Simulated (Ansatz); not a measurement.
# CH9NSi3: inversion of the pyramid at N1, part 1 of 2

Aim: the minimum-energy path and barrier of the inversion of the pyramid at N1. The ends are relaxed first, then joined by a nudged elastic band. SMILES of the start: N[SiH]1[SiH2]C1[SiH3].

Method: RKS PBE-D4/6-31G*, in Ansatz 0.2.0.

**1. The structure to begin with**

Bond lengths: N1–Si2 1.627 Å, Si2–Si3 2.608 Å, Si2–C4 1.836 Å, Si3–C4 1.687 Å, C4–Si5 1.908 Å, N1–H6 1.034 Å, N1–H7 1.045 Å, Si2–H8 1.440 Å, Si3–H9 1.534 Å, Si3–H10 1.491 Å, C4–H11 1.068 Å, Si5–H12 1.506 Å, Si5–H13 1.437 Å, Si5–H14 1.481 Å. Angles (14 of 27 angles, heavy atoms first): N1–Si2–Si3 114.1°, N1–Si2–C4 105.7°, Si3–Si2–C4 40.1°, Si2–Si3–C4 44.5°, Si2–C4–Si3 95.4°, Si2–C4–Si5 111.7°, Si3–C4–Si5 114.7°, N1–Si2–H8 119.2°, Si3–Si2–H8 124.5°, C4–Si2–H8 108.5°, Si2–N1–H6 114.4°, Si2–N1–H7 113.3°, Si2–Si3–H9 98.2°, Si2–Si3–H10 99.8°.

Coordinates:

```xyz
14

N    -1.8362    1.6372    0.2293
Si   -0.9775    0.4077    0.8602
Si    1.6051    0.6712    0.6098
C     0.3586    0.0613   -0.3499
Si    0.4930   -1.8012   -0.7401
H    -2.2590    1.4349   -0.6921
H    -1.2650    2.4947    0.0559
H    -1.6457   -0.8298    1.1696
H     2.0218   -0.0208    1.9138
H     1.7260    2.1493    0.7608
H     0.1511    0.5528   -1.2752
H     0.7007   -2.5738    0.5361
H     1.6342   -1.9407   -1.6027
H    -0.7201   -2.2722   -1.4468
```

**2. Relaxing end A**

input.yaml

```yaml
crystal:
  periodic: [false, false, false]
  atoms:
    - { symbol: "N", position_ang: [-1.8362, 1.6372, 0.2293] }
    - { symbol: Si, position_ang: [-0.9775, 0.4077, 0.8602] }
    - { symbol: Si, position_ang: [1.6051, 0.6712, 0.6098] }
    - { symbol: C, position_ang: [0.3586, 0.0613, -0.3499] }
    - { symbol: Si, position_ang: [0.493, -1.8012, -0.7401] }
    - { symbol: H, position_ang: [-2.259, 1.4349, -0.6921] }
    - { symbol: H, position_ang: [-1.265, 2.4947, 0.0559] }
    - { symbol: H, position_ang: [-1.6457, -0.8298, 1.1696] }
    - { symbol: H, position_ang: [2.0218, -0.0208, 1.9138] }
    - { symbol: H, position_ang: [1.726, 2.1493, 0.7608] }
    - { symbol: H, position_ang: [0.1511, 0.5528, -1.2752] }
    - { symbol: H, position_ang: [0.7007, -2.5738, 0.5361] }
    - { symbol: H, position_ang: [1.6342, -1.9407, -1.6027] }
    - { symbol: H, position_ang: [-0.7201, -2.2722, -1.4468] }
basis:
  gaussian: { orbitals: "6-31G*" }
hamiltonian:
  xc: pbe
  dispersion: d4
relax:
  f_tol: 0.015
  max_steps: 40
```

Started as:

```sh
$ ansatz run input.yaml --threads 2 --pin off --max-ram 3072MiB --backend cpu --events-out ev --progress --plain --runs-dir out
```

The log of the run, shortened:

```text
Warning: RAYON_NUM_THREADS=2 ignored (pool sized by the plan → 2); use --threads N
[...]
Functional definition: PBE
[...]
1361 factors; their error is unknown
[...]
mean field -26286.33878905 eV, -966.0051329771 hartree, gradient 5.9e-5 eV, S^2 0.000000; 0 other end points of the search recorded, 0 dependent functions left out
[...]
reference -26286.33883327 eV, -966.0051346024 hartree; 32, 32 occupied and 73, 73 virtual orbitals, 1361 factors
relax step   1: F+E_penalty+E_count = -26286.74153352 eV  Δ(F+E_penalty+E_count) = +0.000e0 eV  max|allowed force component| = 4.366e0 eV/Å  Δτ_max = 0.0000 Å  (30 SCF iters, accepted)
[...]
relax step   4: F+E_penalty+E_count = -26288.88311532 eV  Δ(F+E_penalty+E_count) = -1.732e-1 eV  max|allowed force component| = 1.954e0 eV/Å  Δτ_max = 0.1925 Å  (30 SCF iters, accepted)
[...]
relax step   7: F+E_penalty+E_count = -26289.04052921 eV  Δ(F+E_penalty+E_count) = -5.255e-2 eV  max|allowed force component| = 1.726e-1 eV/Å  Δτ_max = 0.1000 Å  (30 SCF iters, accepted)
[...]
relax step  10: F+E_penalty+E_count = -26289.05965525 eV  Δ(F+E_penalty+E_count) = -3.808e-3 eV  max|allowed force component| = 1.243e-1 eV/Å  Δτ_max = 0.0895 Å  (30 SCF iters, accepted)
[...]
relax step  12: F+E_penalty+E_count = -26289.06240049 eV  Δ(F+E_penalty+E_count) = -2.745e-3 eV  max|allowed force component| = 4.560e-2 eV/Å  Δτ_max = 0.0352 Å  (29 SCF iters, accepted)
[...]
reference -26288.68427205 eV, -966.0913278878 hartree; 32, 32 occupied and 73, 73 virtual orbitals, 1361 factors
Total energy: -26289.06287950 eV, -966.1052414546 hartree
Atom 0 at    -2.000907     1.852974     0.367998 Å, force     0.002054    -0.004707     0.010728 eV/Å
Atom 1 at    -0.945484     0.497312     0.658261 Å, force     0.003247     0.007123    -0.010664 eV/Å
Atom 2 at     1.288304     0.754299     0.900101 Å, force     0.001815    -0.000628     0.008158 eV/Å
Atom 3 at     0.395872    -0.092193    -0.590080 Å, force    -0.007966    -0.003902    -0.002313 eV/Å
Atom 4 at     0.628640    -1.934455    -0.804770 Å, force    -0.000111     0.004269     0.000375 eV/Å
Atom 5 at    -2.748030     1.748331    -0.321713 Å, force     0.000657    -0.002164    -0.002198 eV/Å
Atom 6 at    -1.577940     2.778621     0.296172 Å, force     0.002221    -0.000502    -0.001649 eV/Å
Atom 7 at    -1.703059    -0.630251     1.282933 Å, force    -0.001876    -0.004338    -0.001217 eV/Å
Atom 8 at     2.169071    -0.111555     1.747072 Å, force     0.001933     0.002588     0.002821 eV/Å
Atom 9 at     1.933021     2.069505     0.579859 Å, force     0.000657     0.000754    -0.003433 eV/Å
Atom 10 at     0.471650     0.462541    -1.539279 Å, force    -0.000848    -0.000090    -0.002250 eV/Å
Atom 11 at     0.508025    -2.614250     0.530374 Å, force    -0.002535     0.000798     0.001205 eV/Å
Atom 12 at     1.981455    -2.279797    -1.365844 Å, force    -0.000463    -0.001103     0.000673 eV/Å
Atom 13 at    -0.413620    -2.530481    -1.712386 Å, force     0.001215     0.001902    -0.000236 eV/Å
Dipole moment:    -0.173587     0.404563    -0.260622 e Å
```

Wall time 39 s (2 threads of Arm Neoverse V2, shared host); peak memory 0.16 GiB.

Step by step:

| step | energy from step 1 (eV) | largest force component (eV/Å) |
| --- | --- | --- |
| 1 | 0.0000 | 4.3656 |
| 2 | -1.3276 | 2.4980 |
| 3 | -1.9684 | 1.6341 |
| 4 | -2.1416 | 1.9542 |
| 5 | -2.2464 | 0.5132 |
| 6x | -2.2365 | 0.4676 |
| 7 | -2.2990 | 0.1726 |
| 8 | -2.3108 | 0.1181 |
| 9 | -2.3143 | 0.3127 |
| 10 | -2.3181 | 0.1243 |
| 11x | -2.3176 | 0.1442 |
| 12 | -2.3209 | 0.0456 |
| 13 | -2.3213 | 0.0107 |

Step 1 is the start. 2 steps were tried and not accepted (marked x).

After: Bond lengths: N1–Si2 1.742 Å, Si2–Si3 2.261 Å, Si2–C4 1.925 Å, Si3–C4 1.932 Å, C4–Si5 1.869 Å, N1–H6 1.022 Å, N1–H7 1.020 Å, Si2–H8 1.495 Å, Si3–H9 1.498 Å, Si3–H10 1.499 Å, C4–H11 1.102 Å, Si5–H12 1.503 Å, Si5–H13 1.505 Å, Si5–H14 1.505 Å. Angles (14 of 27 angles, heavy atoms first): N1–Si2–Si3 121.9°, N1–Si2–C4 123.5°, Si3–Si2–C4 54.3°, Si2–Si3–C4 54.0°, Si2–C4–Si3 71.8°, Si2–C4–Si5 117.6°, Si3–C4–Si5 117.6°, N1–Si2–H8 110.5°, Si3–Si2–H8 122.8°, C4–Si2–H8 113.1°, Si2–N1–H6 118.4°, Si2–N1–H7 117.8°, Si2–Si3–H9 125.1°, Si2–Si3–H10 120.1°.

**3. Relaxing end B**

The second end starts from a geometry with the move made by hand.

input.yaml, as its differences from that of step 2:

```diff
@@ -8,4 +8,4 @@
     - { symbol: Si, position_ang: [0.493, -1.8012, -0.7401] }
-    - { symbol: H, position_ang: [-2.259, 1.4349, -0.6921] }
-    - { symbol: H, position_ang: [-1.265, 2.4947, 0.0559] }
+    - { symbol: H, position_ang: [-2.8297, 1.41621, 0.04824] }
+    - { symbol: H, position_ang: [-1.8792, 2.47458, 0.85266] }
     - { symbol: H, position_ang: [-1.6457, -0.8298, 1.1696] }
@@ -25 +25,3 @@
   max_steps: 40
+output:
+  orbitals: {}
```

Started as:

```sh
$ ansatz run input.yaml --threads 2 --pin off --max-ram 3072MiB --backend cpu --events-out ev --progress --plain --runs-dir out
```

The log of the run, shortened:

```text
Warning: RAYON_NUM_THREADS=2 ignored (pool sized by the plan → 2); use --threads N
[...]
[... 1 set-up line as earlier in the session ...]
[...]
1361 factors; their error is unknown
[...]
mean field -26286.49020725 eV, -966.0106974934 hartree, gradient 2.9e-5 eV, S^2 0.000000; 0 other end points of the search recorded, 0 dependent functions left out
[...]
reference -26286.49025208 eV, -966.0106991409 hartree; 32, 32 occupied and 73, 73 virtual orbitals, 1361 factors
relax step   1: F+E_penalty+E_count = -26286.88788243 eV  Δ(F+E_penalty+E_count) = +0.000e0 eV  max|allowed force component| = 4.338e0 eV/Å  Δτ_max = 0.0000 Å  (30 SCF iters, accepted)
[...]
relax step   3: F+E_penalty+E_count = -26288.76012106 eV  Δ(F+E_penalty+E_count) = -5.680e-1 eV  max|allowed force component| = 1.687e0 eV/Å  Δτ_max = 0.2000 Å  (35 SCF iters, accepted)
[...]
Atom 4 at     0.569158    -1.873818    -0.813931 Å, force     0.003202    -0.003137    -0.001274 eV/Å
Atom 5 at    -2.791129     1.679362    -0.160258 Å, force     0.002346    -0.001063     0.001471 eV/Å
Atom 6 at    -2.180401     2.496107     1.167614 Å, force    -0.004765     0.003976    -0.001063 eV/Å
Atom 7 at    -1.635314    -0.713534     1.513179 Å, force    -0.001192    -0.003405    -0.002573 eV/Å
Atom 8 at     2.198282    -0.114017     1.674848 Å, force    -0.001768    -0.001453     0.000819 eV/Å
Atom 9 at     1.851891     2.116575     0.617305 Å, force     0.000334    -0.001115    -0.002193 eV/Å
Atom 10 at     0.239391     0.543786    -1.440255 Å, force    -0.001472     0.000349     0.004772 eV/Å
Atom 11 at     0.600007    -2.604558     0.498844 Å, force    -0.001183     0.000384     0.001218 eV/Å
Atom 12 at     1.880819    -2.129970    -1.504010 Å, force     0.000504     0.000103    -0.002193 eV/Å
Atom 13 at    -0.520901    -2.488210    -1.650256 Å, force    -0.001308    -0.000896    -0.000806 eV/Å
Dipole moment:    -0.376130     0.319232     0.030384 e Å
```

It took 34 s on 2 threads of Arm Neoverse V2, shared host; peak memory 0.16 GiB.

Step by step:

| step | energy from step 1 (eV) | largest force component (eV/Å) |
| --- | --- | --- |
| 1 | 0.0000 | 4.3377 |
| 2 | -1.3042 | 2.5340 |
| 3 | -1.8722 | 1.6867 |
| 4 | -2.0351 | 2.0482 |
| 5 | -2.1526 | 0.2625 |
| 6x | -2.0742 | 0.7714 |
| 7 | -2.1689 | 0.0901 |
| 8 | -2.1734 | 0.0979 |
| 9 | -2.1749 | 0.0853 |
| 10 | -2.1759 | 0.0514 |
| 11 | -2.1762 | 0.0068 |

Step 1 is the start. 1 step was tried and not accepted (marked x).

After: Bond lengths: N1–Si2 1.744 Å, Si2–Si3 2.262 Å, Si2–C4 1.912 Å, Si3–C4 1.932 Å, C4–Si5 1.868 Å, N1–H6 1.022 Å, N1–H7 1.021 Å, Si2–H8 1.504 Å, Si3–H9 1.497 Å, Si3–H10 1.497 Å, C4–H11 1.101 Å, Si5–H12 1.503 Å, Si5–H13 1.504 Å, Si5–H14 1.505 Å. Angles (14 of 27 angles, heavy atoms first): N1–Si2–Si3 117.0°, N1–Si2–C4 114.5°, Si3–Si2–C4 54.3°, Si2–Si3–C4 53.6°, Si2–C4–Si3 72.1°, Si2–C4–Si5 118.4°, Si3–C4–Si5 117.4°, N1–Si2–H8 118.5°, Si3–Si2–H8 121.5°, C4–Si2–H8 113.4°, Si2–N1–H6 117.9°, Si2–N1–H7 117.2°, Si2–Si3–H9 123.9°, Si2–Si3–H10 120.8°.

**4. Nudged elastic band**

crystal.atoms is end A as relaxed above, and neb.final_atoms is end B, turned to lie on A. With 5 inner images the band has 7 in all. The start path is listed, through a guess of the saddle.

input.yaml

```yaml
crystal:
  periodic: [false, false, false]
  atoms:
    - { symbol: "N", position_ang: [-2.000907, 1.852974, 0.367998] }
    - { symbol: Si, position_ang: [-0.945484, 0.497312, 0.658261] }
    - { symbol: Si, position_ang: [1.288304, 0.754299, 0.900101] }
    - { symbol: C, position_ang: [0.395872, -0.092193, -0.59008] }
    - { symbol: Si, position_ang: [0.62864, -1.934455, -0.80477] }
    - { symbol: H, position_ang: [-2.74803, 1.748331, -0.321713] }
    - { symbol: H, position_ang: [-1.57794, 2.778621, 0.296172] }
    - { symbol: H, position_ang: [-1.703059, -0.630251, 1.282933] }
    - { symbol: H, position_ang: [2.169071, -0.111555, 1.747072] }
    - { symbol: H, position_ang: [1.933021, 2.069505, 0.579859] }
    - { symbol: H, position_ang: [0.47165, 0.462541, -1.539279] }
    - { symbol: H, position_ang: [0.508025, -2.61425, 0.530374] }
    - { symbol: H, position_ang: [1.981455, -2.279797, -1.365844] }
    - { symbol: H, position_ang: [-0.41362, -2.530481, -1.712386] }
basis:
  gaussian: { orbitals: "6-31G*" }
hamiltonian:
  xc: pbe
  dispersion: d4
neb:
  order_check: false
  images: 5
  f_tol: 0.05
  max_iterations: 60
  final_atoms:
    - { symbol: "N", position_ang: [-1.79965879, 1.93976039, 0.0903435] }
    - { symbol: Si, position_ang: [-0.91728005, 0.5373906, 0.63618976] }
    - { symbol: Si, position_ang: [1.32203554, 0.75783248, 0.86965505] }
    - { symbol: C, position_ang: [0.39981911, -0.09897543, -0.59537331] }
    - { symbol: Si, position_ang: [0.6189183, -1.94453201, -0.78625444] }
    - { symbol: H, position_ang: [-2.59392042, 1.79164412, -0.53613329] }
    - { symbol: H, position_ang: [-2.03262887, 2.64529061, 0.79034498] }
    - { symbol: H, position_ang: [-1.67440577, -0.56468961, 1.32516603] }
    - { symbol: H, position_ang: [2.1652432, -0.13893672, 1.72246444] }
    - { symbol: H, position_ang: [2.003082, 2.04873149, 0.53851505] }
    - { symbol: H, position_ang: [0.45401661, 0.45087819, -1.54826138] }
    - { symbol: H, position_ang: [0.525297, -2.60810033, 0.55881914] }
    - { symbol: H, position_ang: [1.95906007, -2.29699144, -1.3711218] }
    - { symbol: H, position_ang: [-0.44257992, -2.54870134, -1.66565573] }
  initial_path:
    images:
      - { positions_ang: [[-2.000907, 1.852974, 0.367998], [-0.945484, 0.497312, 0.658261], [1.288304, 0.754299, 0.900101], [0.395872, -0.092193, -0.59008], [0.62864, -1.934455, -0.80477], [-2.74803, 1.748331, -0.321713], [-1.57794, 2.778621, 0.296172], [-1.703059, -0.630251, 1.282933], [2.169071, -0.111555, 1.747072], [1.933021, 2.069505, 0.579859], [0.47165, 0.462541, -1.539279], [0.508025, -2.61425, 0.530374], [1.981455, -2.279797, -1.365844], [-0.41362, -2.530481, -1.712386]] }
      - { positions_ang: [[-1.91782951, 1.79556406, 0.27108041], [-0.94564694, 0.48047098, 0.6943885], [1.40863631, 0.71556074, 0.79796168], [0.40339185, -0.04976427, -0.52347042], [0.59121646, -1.90289793, -0.77937519], [-2.67585845, 1.6480801, -0.40115677], [-1.52977429, 2.73444598, 0.30379113], [-1.68732347, -0.67511922, 1.21709309], [2.11472441, -0.08434218, 1.80726086], [1.89001189, 2.08503239, 0.6235891], [0.39890751, 0.47746983, -1.47083742], [0.55970052, -2.60408634, 0.54453102], [1.88110267, -2.1967602, -1.42717824], [-0.50426095, -2.45305293, -1.62897975]] }
      - { positions_ang: [[-1.83475202, 1.73815412, 0.17416281], [-0.94580989, 0.46362996, 0.730516], [1.52896863, 0.67682248, 0.69582237], [0.4109117, -0.00733554, -0.45686083], [0.55379291, -1.87134086, -0.75398039], [-2.60368691, 1.5478292, -0.48060053], [-1.48160857, 2.69027095, 0.31141027], [-1.67158795, -0.71998745, 1.15125318], [2.06037782, -0.05712936, 1.86744973], [1.84700279, 2.10055979, 0.66731919], [0.32616501, 0.49239865, -1.40239585], [0.61137603, -2.59392269, 0.55868803], [1.78075034, -2.1137234, -1.48851248], [-0.5949019, -2.37562487, -1.54557349]] }
      - { positions_ang: [[-1.75167452, 1.68074418, 0.07724522], [-0.94597283, 0.44678894, 0.7666435], [1.64930094, 0.63808422, 0.59368305], [0.41843155, 0.0350932, -0.39025125], [0.51636937, -1.83978379, -0.72858558], [-2.53151536, 1.4475783, -0.5600443], [-1.43344286, 2.64609593, 0.3190294], [-1.65585242, -0.76485567, 1.08541326], [2.00603123, -0.02991653, 1.92763859], [1.80399368, 2.11608718, 0.71104929], [0.25342252, 0.50732748, -1.33395427], [0.66305155, -2.58375903, 0.57284505], [1.68039801, -2.0306866, -1.54984672], [-0.68554285, -2.2981968, -1.46216724]] }
      - { positions_ang: [[-1.76766928, 1.76708292, 0.08161131], [-0.93640857, 0.47698949, 0.72315892], [1.54021247, 0.67800031, 0.68567372], [0.4122274, -0.00959635, -0.45862527], [0.55055234, -1.87469986, -0.74780853], [-2.55231704, 1.56226691, -0.55207396], [-1.63317153, 2.64582749, 0.4761346], [-1.66203687, -0.69813365, 1.16533085], [2.05910188, -0.06625659, 1.85924721], [1.87035645, 2.09363528, 0.65353788], [0.32028721, 0.48851105, -1.40538997], [0.61713336, -2.5918728, 0.56816974], [1.77328537, -2.11945488, -1.49027175], [-0.6045552, -2.38169831, -1.52999673]] }
      - { positions_ang: [[-1.78366404, 1.85342165, 0.0859774], [-0.92684431, 0.50719005, 0.67967434], [1.43112401, 0.71791639, 0.77766439], [0.40602326, -0.05428589, -0.52699929], [0.58473532, -1.90961593, -0.76703149], [-2.57311873, 1.67695551, -0.54410363], [-1.8329002, 2.64555905, 0.63323979], [-1.66822132, -0.63141163, 1.24524844], [2.11217254, -0.10259666, 1.79085582], [1.93671922, 2.07118339, 0.59602647], [0.38715191, 0.46969462, -1.47682568], [0.57121518, -2.59998657, 0.56349444], [1.86617272, -2.20822316, -1.43069677], [-0.52356756, -2.46519983, -1.59782623]] }
      - { positions_ang: [[-1.79965879, 1.93976039, 0.0903435], [-0.91728005, 0.5373906, 0.63618976], [1.32203554, 0.75783248, 0.86965505], [0.39981911, -0.09897543, -0.59537331], [0.6189183, -1.94453201, -0.78625444], [-2.59392042, 1.79164412, -0.53613329], [-2.03262887, 2.64529061, 0.79034498], [-1.67440577, -0.56468961, 1.32516603], [2.1652432, -0.13893672, 1.72246444], [2.003082, 2.04873149, 0.53851505], [0.45401661, 0.45087819, -1.54826138], [0.525297, -2.60810033, 0.55881914], [1.95906007, -2.29699144, -1.3711218], [-0.44257992, -2.54870134, -1.66565573]] }
```

Started as:

```sh
$ ansatz run input.yaml --threads 2 --pin off --max-ram 3072MiB --backend cpu --events-out ev --progress --plain --runs-dir out
```

The log of the run, shortened:

```text
Warning: RAYON_NUM_THREADS=2 ignored (pool sized by the plan → 2); use --threads N
[...]
[... 1 set-up line as earlier in the session ...]
[...]
1361 factors; their error is unknown
[...]
mean field -26288.68419949 eV, -966.0913252210 hartree, gradient 5.1e-5 eV, S^2 0.000000; 0 other end points of the search recorded, 0 dependent functions left out
[...]
reference -26288.68424477 eV, -966.0913268850 hartree; 32, 32 occupied and 73, 73 virtual orbitals, 1361 factors
1361 factors; their error is unknown
[...]
mean field -26288.68296657 eV, -966.0912799121 hartree, gradient 2.2e-5 eV, S^2 0.000000; 0 other end points of the search recorded, 0 dependent functions left out
[...]
reference -26288.68301231 eV, -966.0912815930 hartree; 32, 32 occupied and 73, 73 virtual orbitals, 1361 factors
NEB end point (image 0): max|allowed force component| = 1.071e-2 eV/Å (the criterion of neb.relax_end_points is 1.000e-2)
[...]
Atom 4 at     0.635688    -1.955274    -0.790643 Å, force    -0.002958     0.002227     0.001840 eV/Å
Atom 5 at    -2.690061     1.843670    -0.446149 Å, force    -0.003613     0.003688     0.001461 eV/Å
Atom 6 at    -1.757951     2.792407     0.615481 Å, force    -0.013297     0.006702    -0.008809 eV/Å
Atom 7 at    -1.689391    -0.621463     1.284917 Å, force     0.000774    -0.003591     0.001657 eV/Å
Atom 8 at     2.141795    -0.116284     1.742306 Å, force     0.000712    -0.003109     0.004458 eV/Å
Atom 9 at     1.958190     2.052767     0.540486 Å, force    -0.007821     0.005403     0.002156 eV/Å
Atom 10 at     0.456861     0.439680    -1.549191 Å, force    -0.007248    -0.004613    -0.008179 eV/Å
Atom 11 at     0.560662    -2.614391     0.558085 Å, force    -0.004960    -0.005446    -0.002467 eV/Å
Atom 12 at     1.976464    -2.291732    -1.383457 Å, force     0.007792    -0.003024     0.000037 eV/Å
Atom 13 at    -0.421761    -2.579787    -1.661049 Å, force    -0.000399     0.002269     0.000134 eV/Å
Dipole moment:    -0.274124     0.453078    -0.116562 e Å
this run last wrote the band of iteration 9 to <dir>
```

It took 2.3 min on 2 threads of Arm Neoverse V2, shared host; peak memory 0.16 GiB.

(Continued in part 2 of 2.)
